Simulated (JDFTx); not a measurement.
# AlPt (Pm-3m) in JDFTx: reference runs

How does AlPt come out in PBEsol? The cell is run as given and disturbed.

Everything below comes from runs of JDFTx 1.7.0 (patched build). Logs are shortened: lines on timing, memory, paths and dates and some standing lists are left out, and cuts for length are marked. The log counts tension as positive stress, the text compression.

## (1) Starting point

The structure is cubic, space group Pm-3m (No. 221). Conventional cell: a = 3.092 Å, b = 3.092 Å, c = 3.092 Å, α = 90.00°, β = 90.00°, γ = 90.00°. Around Pt (site symmetry m-3m) lie 8 Al at 2.68 Å. Around Al (site symmetry m-3m) lie 8 Pt at 2.68 Å.

Measurements of this composition are mostly on another form, of space group No. 198.

## (2) Single point, PBEsol

AlPt.in reads:

```
lattice \
    5.8421752417     0.0000000000     0.0000000000 \
    0.0000000000     5.8421752417     0.0000000000 \
    0.0000000000     0.0000000000     5.8421752417
coords-type Lattice
ion Pt     0.5000000000     0.5000000000     0.5000000000 1
ion Al     0.0000000000     0.0000000000     0.0000000000 1

ion-species pseudo/Pt.upf
ion-species pseudo/Al.upf
elec-cutoff 42 336
elec-ex-corr gga-PBEsol
kpoint-folding 9 9 9
elec-smearing Fermi 0.0018374661
elec-n-bands 17
electronic-SCF nIterations 100 energyDiffThreshold 1e-09
electronic-minimize nIterations 30 energyDiffThreshold 1e-7
converge-empty-states yes
forces-output-coords Cartesian

dump-name run.$VAR
dump End Ecomponents EigStats BandEigs Kpoints Forces Stress
```

Potentials or basis: PseudoDojo-SR-PBEsol-0.4.1-standard with smoothed tails.

On the command line:

```bash
$ jdftx -c 1 -i AlPt.in -o AlPt.out
```

The program printed:

```text
*************** JDFTx 1.7.0 (patched build) ***************

Input parsed successfully to the following command list (including defaults):
[... the input with its defaults ...]

---------- Setting up symmetries ----------

Found 48 point-group symmetries of the bravais lattice
Found 48 space-group symmetries with basis
Applied RMS atom displacement 0 bohrs to make symmetries exact.

---------- Initializing the Grid ----------
R =
[      5.84218            0            0  ]
[            0      5.84218            0  ]
[            0            0      5.84218  ]
unit cell volume = 199.399
G =
[    1.07549          0          0  ]
[          0    1.07549          0  ]
[          0          0    1.07549  ]
Minimum fftbox size, Smin = [  52  52  52  ]
Chosen fftbox size, S = [  54  54  54  ]

---------- Initializing tighter grid for wavefunction operations ----------
R =
[      5.84218            0            0  ]
[            0      5.84218            0  ]
[            0            0      5.84218  ]
unit cell volume = 199.399
G =
[    1.07549          0          0  ]
[          0    1.07549          0  ]
[          0          0    1.07549  ]
Minimum fftbox size, Smin = [  36  36  36  ]
Chosen fftbox size, S = [  36  36  36  ]

---------- Exchange Correlation functional ----------
Initalized PBEsol GGA exchange.
Initalized PBEsol GGA correlation.

---------- Setting up pseudopotentials ----------
Width of ionic core gaussian charges (only for fluid interactions / plotting) set to 0

Reading pseudopotential file 'pseudo/Pt.upf':
  'Pt' pseudopotential, 'PBESOL' functional
  Generated using ONCVPSP code by D. R. Hamann
  18 valence electrons, 4 orbitals, 8 projectors, 1001 radial grid points, with lMax = 3
    5S    l: 0   occupation:  2.0   eigenvalue: -3.744084
    5P    l: 1   occupation:  6.0   eigenvalue: -2.059473
    5D    l: 2   occupation:  9.0   eigenvalue: -0.226650
    6S    l: 0   occupation:  1.0   eigenvalue: -0.209389
  Core radius for overlap checks: 1.88 bohrs.

Reading pseudopotential file 'pseudo/Al.upf':
  'Al' pseudopotential, 'PBESOL' functional
  Generated using ONCVPSP code by D. R. Hamann
  3 valence electrons, 2 orbitals, 6 projectors, 1001 radial grid points, with lMax = 2
    3S    l: 0   occupation:  2.0   eigenvalue: -0.283523
    3P    l: 1   occupation:  1.0   eigenvalue: -0.098840
  Core radius for overlap checks: 1.74 bohrs.

Initialized 2 species with 2 total atoms.

Folded 1 k-points by 9x9x9 to 729 k-points.

---------- Setting up k-points, bands, fillings ----------
Reduced to 35 k-points under symmetry.
Computing the number of bands and number of electrons
Calculating initial fillings.
nElectrons:  21.000000   nBands: 17   nStates: 35

----- Setting up reduced wavefunction bases (one per k-point) -----
average nbasis = 2592.583 , ideal nbasis = 2592.338

---------- Setting up ewald sum ----------
Optimum gaussian width for ewald sums = 2.076409 bohr.
Real space sum over 1331 unit cells with max indices [  5  5  5  ]
Reciprocal space sum over 2197 terms with max indices [  6  6  6  ]

---------- Allocating electronic variables ----------
Initializing wave functions:  linear combination of atomic orbitals
Note: number of bands (17) exceeds available atomic orbitals (14)
Pt pseudo-atom occupations:   s ( 2 0 )  p ( 6 )  d ( 10 )
Al pseudo-atom occupations:   s ( 2 )  p ( 1 )
	FillingsUpdate:  mu: +0.584739508  nElectrons: 21.000000
LCAOMinimize: Iter:   0  F: -122.9662055034976618  |grad|_K:  1.631e-02  alpha:  1.000e+00
	FillingsUpdate:  mu: +0.711398899  nElectrons: 21.000000
LCAOMinimize: Iter:   1  F: -123.2949006921682127  |grad|_K:  5.033e-03  alpha:  4.719e-01  linmin:  3.414e-01  cgtest: -1.349e+00
LCAOMinimize: 	Bad step direction: g.d > 0.
[... 15 lines of inner loops ...]
	FillingsUpdate:  mu: +0.642072354  nElectrons: 21.000000
LCAOMinimize: Iter:   8  F: -123.3508799059518140  |grad|_K:  8.726e-09  alpha:  9.445e-01  linmin: -9.112e-03  cgtest:  3.445e-02
LCAOMinimize: Encountered beta<0, resetting CG.
LCAOMinimize: Converged (|Delta F|<1.000000e-06 for 2 iters).

-------- Electronic minimization -----------
Will mix electronic density at each iteration.
	FillingsUpdate:  mu: +0.642072354  nElectrons: 21.000000
	FillingsUpdate:  mu: +0.629261448  nElectrons: 21.000000
SCF: Cycle:  0   F: -123.405237495598996   dF: -5.436e-02   |Residual|: 6.682e-02   |deigs|: 3.022e-01
	FillingsUpdate:  mu: +0.616545307  nElectrons: 21.000000
SCF: Cycle:  1   F: -123.412867727586658   dF: -7.630e-03   |Residual|: 1.785e-02   |deigs|: 1.804e-02
	FillingsUpdate:  mu: +0.618470395  nElectrons: 21.000000
SCF: Cycle:  2   F: -123.413190453828818   dF: -3.227e-04   |Residual|: 7.901e-03   |deigs|: 3.209e-03
	FillingsUpdate:  mu: +0.618361789  nElectrons: 21.000000
SCF: Cycle:  3   F: -123.413193845720016   dF: -3.392e-06   |Residual|: 1.228e-03   |deigs|: 3.036e-04
	FillingsUpdate:  mu: +0.618229188  nElectrons: 21.000000
SCF: Cycle:  4   F: -123.413194980802842   dF: -1.135e-06   |Residual|: 4.240e-04   |deigs|: 2.556e-04
	FillingsUpdate:  mu: +0.618240329  nElectrons: 21.000000
SCF: Cycle:  5   F: -123.413195157617480   dF: -1.768e-07   |Residual|: 1.657e-04   |deigs|: 6.551e-05
	FillingsUpdate:  mu: +0.618254543  nElectrons: 21.000000
SCF: Cycle:  6   F: -123.413195203445937   dF: -4.583e-08   |Residual|: 4.830e-05   |deigs|: 5.336e-05
	FillingsUpdate:  mu: +0.618260184  nElectrons: 21.000000
SCF: Cycle:  7   F: -123.413195211553372   dF: -8.107e-09   |Residual|: 2.858e-05   |deigs|: 4.658e-05
	FillingsUpdate:  mu: +0.618255905  nElectrons: 21.000000
SCF: Cycle:  8   F: -123.413195215193738   dF: -3.640e-09   |Residual|: 1.185e-05   |deigs|: 4.604e-05
	FillingsUpdate:  mu: +0.618253597  nElectrons: 21.000000
SCF: Cycle:  9   F: -123.413195214882975   dF: +3.108e-10   |Residual|: 3.678e-05   |deigs|: 4.533e-05
	FillingsUpdate:  mu: +0.618256866  nElectrons: 21.000000
SCF: Cycle: 10   F: -123.413195216502928   dF: -1.620e-09   |Residual|: 3.728e-06   |deigs|: 2.586e-04
	FillingsUpdate:  mu: +0.618256894  nElectrons: 21.000000
SCF: Cycle: 11   F: -123.413195216551657   dF: -4.873e-11   |Residual|: 4.450e-06   |deigs|: 1.214e-04
	FillingsUpdate:  mu: +0.618257108  nElectrons: 21.000000
SCF: Cycle: 12   F: -123.413195216569960   dF: -1.830e-11   |Residual|: 5.892e-06   |deigs|: 1.084e-04
SCF: Converged (|Delta E|<1.000000e-09 for 2 iters).

Setting wave functions to eigenvectors of Hamiltonian
Converging empty states (this may take a while): |deigs|: 2.012e-04

# Stress tensor in Cartesian coordinates [Eh/a0^3]:
[  0.000202486            0            0  ]
[            0  0.000202486            0  ]
[            0            0  0.000202486  ]

# Ionic positions in lattice coordinates:
ion Pt   0.500000000000000   0.500000000000000   0.500000000000000 1
ion Al   0.000000000000000   0.000000000000000   0.000000000000000 1

# Forces in Cartesian coordinates:
force Pt   0.000000000000000   0.000000000000000   0.000000000000000 1
force Al  -0.000000000000000  -0.000000000000000  -0.000000000000000 1

# Energy components:
   Eewald =      -88.2744100235129707
       EH =       29.9592238848840751
     Eloc =      -96.3637208823643761
      Enl =        8.2934842087076959
      Exc =      -24.7854041194899359
 Exc_core =        9.5316267667305752
       KE =       38.2262621173211841
-------------------------------------
     Etot =     -123.4129380477237561
       TS =        0.0002571688462072
-------------------------------------
        F =     -123.4131952165699602

IonicMinimize: Iter:   0  F: -123.413195216569960  |grad|_K:  2.229e-42
IonicMinimize: Converged (|grad|_K<1.000000e-04).

#--- Lowdin population analysis ---
# oxidation-state Pt +0.276
# oxidation-state Al -0.139

Dumping 'run.eigStats' ...
	eMin: -3.019287 at state 0 ( [ +0.000000 +0.000000 +0.000000 ] spin 0 )
	HOMO: +0.616461 at state 17 ( [ +0.111111 +0.111111 +0.333333 ] spin 0 )
	mu  : +0.618256
	LUMO: +0.621113 at state 12 ( [ +0.000000 +0.333333 +0.333333 ] spin 0 )
	eMax: +1.323384 at state 0 ( [ +0.000000 +0.000000 +0.000000 ] spin 0 )
	HOMO-LUMO gap: +0.004652
	Optical gap  : +0.059056 at state 33 ( [ +0.333333 +0.444444 +0.444444 ] spin 0 )
Done!
[note: the HOMO, LUMO and gaps printed at the end count levels as full or empty at half filling, so they show a gap where a level is partly filled]
```

Wall time 71 s (1 thread of Intel Xeon at 2.70GHz, shared host); peak memory 0.15 GiB.

What came out:

```yaml
Free_energy: -3358.2441 eV
Pressure: -6.0 GPa
Band_gap_on_the_k_mesh: none (metal or under the smearing width)
```

Levels at points of the mesh, in eV from the Fermi level:
| k point | band 8 | band 9 | band 10 | band 11 | band 12 |
| --- | --- | --- | --- | --- | --- |
| (0.00, 0.00, 0.00) | -2.57 | -2.57 | -2.57 | 3.90 | 3.90 |

## (3) Single point, PBEsol (atoms moved at random, drawn with an rms of 0.05 Å)

AlPt.in, as its differences from that of step 2:

```diff
@@ -5,4 +5,4 @@
 coords-type Lattice
-ion Pt     0.5000000000     0.5000000000     0.5000000000 1
-ion Al     0.0000000000     0.0000000000     0.0000000000 1
+ion Pt     0.5062850000     0.5196950000     0.4906740000 1
+ion Al    -0.0009840000    -0.0052820000     0.0038540000 1
```

Potentials or basis: PseudoDojo-SR-PBEsol-0.4.1-standard with smoothed tails.

On the command line:

```bash
$ jdftx -c 1 -i AlPt.in -o AlPt.out
```

The program printed:

```text
*************** JDFTx 1.7.0 (patched build) ***************

Input parsed successfully to the following command list (including defaults):
[... the input with its defaults ...]

---------- Setting up symmetries ----------

Found 48 point-group symmetries of the bravais lattice
Found 1 space-group symmetries with basis
Applied RMS atom displacement 0 bohrs to make symmetries exact.

---------- Initializing the Grid ----------
R =
[      5.84218            0            0  ]
[            0      5.84218            0  ]
[            0            0      5.84218  ]
unit cell volume = 199.399
G =
[    1.07549          0          0  ]
[          0    1.07549          0  ]
[          0          0    1.07549  ]
Minimum fftbox size, Smin = [  52  52  52  ]
Chosen fftbox size, S = [  54  54  54  ]

---------- Initializing tighter grid for wavefunction operations ----------
R =
[      5.84218            0            0  ]
[            0      5.84218            0  ]
[            0            0      5.84218  ]
unit cell volume = 199.399
G =
[    1.07549          0          0  ]
[          0    1.07549          0  ]
[          0          0    1.07549  ]
Minimum fftbox size, Smin = [  36  36  36  ]
Chosen fftbox size, S = [  36  36  36  ]

---------- Exchange Correlation functional ----------
Initalized PBEsol GGA exchange.
Initalized PBEsol GGA correlation.

---------- Setting up pseudopotentials ----------
Width of ionic core gaussian charges (only for fluid interactions / plotting) set to 0

Reading pseudopotential file 'pseudo/Pt.upf':
  'Pt' pseudopotential, 'PBESOL' functional
  Generated using ONCVPSP code by D. R. Hamann
  18 valence electrons, 4 orbitals, 8 projectors, 1001 radial grid points, with lMax = 3
    5S    l: 0   occupation:  2.0   eigenvalue: -3.744084
    5P    l: 1   occupation:  6.0   eigenvalue: -2.059473
    5D    l: 2   occupation:  9.0   eigenvalue: -0.226650
    6S    l: 0   occupation:  1.0   eigenvalue: -0.209389
  Core radius for overlap checks: 1.88 bohrs.

Reading pseudopotential file 'pseudo/Al.upf':
  'Al' pseudopotential, 'PBESOL' functional
  Generated using ONCVPSP code by D. R. Hamann
  3 valence electrons, 2 orbitals, 6 projectors, 1001 radial grid points, with lMax = 2
    3S    l: 0   occupation:  2.0   eigenvalue: -0.283523
    3P    l: 1   occupation:  1.0   eigenvalue: -0.098840
  Core radius for overlap checks: 1.74 bohrs.

Initialized 2 species with 2 total atoms.

Folded 1 k-points by 9x9x9 to 729 k-points.

---------- Setting up k-points, bands, fillings ----------
Adding inversion symmetry to k-mesh for non-inversion-symmetric unit cell.
Reduced to 365 k-points under symmetry.
Computing the number of bands and number of electrons
Calculating initial fillings.
nElectrons:  21.000000   nBands: 17   nStates: 365

----- Setting up reduced wavefunction bases (one per k-point) -----
average nbasis = 2592.583 , ideal nbasis = 2592.338

---------- Setting up ewald sum ----------
Optimum gaussian width for ewald sums = 2.076409 bohr.
Real space sum over 1331 unit cells with max indices [  5  5  5  ]
Reciprocal space sum over 2197 terms with max indices [  6  6  6  ]

---------- Allocating electronic variables ----------
Initializing wave functions:  linear combination of atomic orbitals
Note: number of bands (17) exceeds available atomic orbitals (14)
Pt pseudo-atom occupations:   s ( 2 0 )  p ( 6 )  d ( 10 )
Al pseudo-atom occupations:   s ( 2 )  p ( 1 )
	FillingsUpdate:  mu: +0.585625547  nElectrons: 21.000000
LCAOMinimize: Iter:   0  F: -122.9624490843254989  |grad|_K:  5.042e-03  alpha:  1.000e+00
	FillingsUpdate:  mu: +0.711775431  nElectrons: 21.000000
LCAOMinimize: Iter:   1  F: -123.2928069603885746  |grad|_K:  1.567e-03  alpha:  4.721e-01  linmin:  3.716e-01  cgtest: -1.340e+00
LCAOMinimize: 	Bad step direction: g.d > 0.
[... 14 lines of inner loops ...]
LCAOMinimize: Iter:   7  F: -123.3494327043977137  |grad|_K:  3.288e-07  alpha:  4.771e-01  linmin:  6.372e-05  cgtest:  1.790e-01
	FillingsUpdate:  mu: +0.641754526  nElectrons: 21.000000
LCAOMinimize: Iter:   8  F: -123.3494327085560514  |grad|_K:  7.500e-08  alpha:  7.287e-01  linmin: -6.116e-04  cgtest: -1.874e-02
LCAOMinimize: Converged (|Delta F|<1.000000e-06 for 2 iters).

-------- Electronic minimization -----------
Will mix electronic density at each iteration.
	FillingsUpdate:  mu: +0.641754526  nElectrons: 21.000000
	FillingsUpdate:  mu: +0.629098397  nElectrons: 21.000000
SCF: Cycle:  0   F: -123.404602180957923   dF: -5.517e-02   |Residual|: 6.741e-02   |deigs|: 3.044e-01
	FillingsUpdate:  mu: +0.616428573  nElectrons: 21.000000
SCF: Cycle:  1   F: -123.412295707328667   dF: -7.694e-03   |Residual|: 1.801e-02   |deigs|: 1.799e-02
	FillingsUpdate:  mu: +0.618376926  nElectrons: 21.000000
SCF: Cycle:  2   F: -123.412633348488711   dF: -3.376e-04   |Residual|: 8.024e-03   |deigs|: 3.250e-03
	FillingsUpdate:  mu: +0.618280619  nElectrons: 21.000000
SCF: Cycle:  3   F: -123.412638217181637   dF: -4.869e-06   |Residual|: 1.222e-03   |deigs|: 3.110e-04
	FillingsUpdate:  mu: +0.618143552  nElectrons: 21.000000
SCF: Cycle:  4   F: -123.412639636481401   dF: -1.419e-06   |Residual|: 4.233e-04   |deigs|: 2.552e-04
	FillingsUpdate:  mu: +0.618171329  nElectrons: 21.000000
SCF: Cycle:  5   F: -123.412639858696494   dF: -2.222e-07   |Residual|: 7.597e-05   |deigs|: 7.766e-05
	FillingsUpdate:  mu: +0.618173078  nElectrons: 21.000000
SCF: Cycle:  6   F: -123.412639891192711   dF: -3.250e-08   |Residual|: 2.936e-05   |deigs|: 4.908e-05
	FillingsUpdate:  mu: +0.618171407  nElectrons: 21.000000
SCF: Cycle:  7   F: -123.412639901628438   dF: -1.044e-08   |Residual|: 7.363e-06   |deigs|: 4.298e-05
	FillingsUpdate:  mu: +0.618170940  nElectrons: 21.000000
SCF: Cycle:  8   F: -123.412639904784271   dF: -3.156e-09   |Residual|: 7.233e-06   |deigs|: 3.804e-05
	FillingsUpdate:  mu: +0.618171725  nElectrons: 21.000000
SCF: Cycle:  9   F: -123.412639905948737   dF: -1.164e-09   |Residual|: 2.838e-06   |deigs|: 3.744e-05
	FillingsUpdate:  mu: +0.618171606  nElectrons: 21.000000
SCF: Cycle: 10   F: -123.412639906328124   dF: -3.794e-10   |Residual|: 2.592e-06   |deigs|: 6.099e-05
	FillingsUpdate:  mu: +0.618171472  nElectrons: 21.000000
SCF: Cycle: 11   F: -123.412639906465415   dF: -1.373e-10   |Residual|: 2.133e-06   |deigs|: 4.470e-05
SCF: Converged (|Delta E|<1.000000e-09 for 2 iters).

Setting wave functions to eigenvectors of Hamiltonian
Converging empty states (this may take a while): |deigs|: 4.572e-04

# Stress tensor in Cartesian coordinates [Eh/a0^3]:
[  0.000182368 -7.51668e-06  4.01995e-06  ]
[ -7.51668e-06  0.000190004  1.35455e-05  ]
[  4.01995e-06  1.35455e-05  0.000183978  ]

# Ionic positions in lattice coordinates:
ion Pt   0.506285000000000   0.519695000000000   0.490674000000000 1
ion Al  -0.000984000000000  -0.005282000000000   0.003854000000000 1

# Forces in Cartesian coordinates:
force Pt  -0.001678010674220  -0.005611326001929   0.003023445599164 1
force Al   0.001675544188744   0.005609686038668  -0.003021165023353 1

# Energy components:
   Eewald =      -88.2579456146287527
       EH =       29.9713605850670888
     Eloc =      -96.3956396343768631
      Enl =        8.2949573808967614
      Exc =      -24.7867054284628665
 Exc_core =        9.5316272393721615
       KE =       38.2299597035407146
-------------------------------------
     Etot =     -123.4123857685917471
       TS =        0.0002541378736655
-------------------------------------
        F =     -123.4126399064654152

IonicMinimize: Iter:   0  F: -123.412639906465415  |grad|_K:  3.805e-03
IonicMinimize: None of the convergence criteria satisfied after 0 iterations.

#--- Lowdin population analysis ---
# oxidation-state Pt +0.275
# oxidation-state Al -0.139

Dumping 'run.eigStats' ...
	eMin: -3.019419 at state 0 ( [ +0.000000 +0.000000 +0.000000 ] spin 0 )
	HOMO: +0.616596 at state 76 ( [ +0.111111 +0.333333 -0.111111 ] spin 0 )
	mu  : +0.618172
	LUMO: +0.621084 at state 29 ( [ +0.000000 +0.333333 -0.333333 ] spin 0 )
	eMax: +1.263524 at state 0 ( [ +0.000000 +0.000000 +0.000000 ] spin 0 )
	HOMO-LUMO gap: +0.004488
	Optical gap  : +0.058332 at state 253 ( [ +0.333333 -0.444444 -0.444444 ] spin 0 )
Done!
[note: the HOMO, LUMO and gaps printed at the end count levels as full or empty at half filling, so they show a gap where a level is partly filled]
```

Run time: 10 min. Hardware: 1 thread of Intel Xeon at 2.70GHz, shared host; peak memory 1 GiB.

Results:

```
Free energy            : -3358.2290 eV
Pressure               : -5.5 GPa
Largest force          : 0.339 eV/Å
Band gap on the k mesh : none (metal or under the smearing width)
```

Forces in eV/Å, atoms in the order of the input:
```
Pt  -0.086 -0.289  0.155
Al   0.086  0.288 -0.155
```

The run has no spin-orbit coupling, so splittings on Pt are missing.
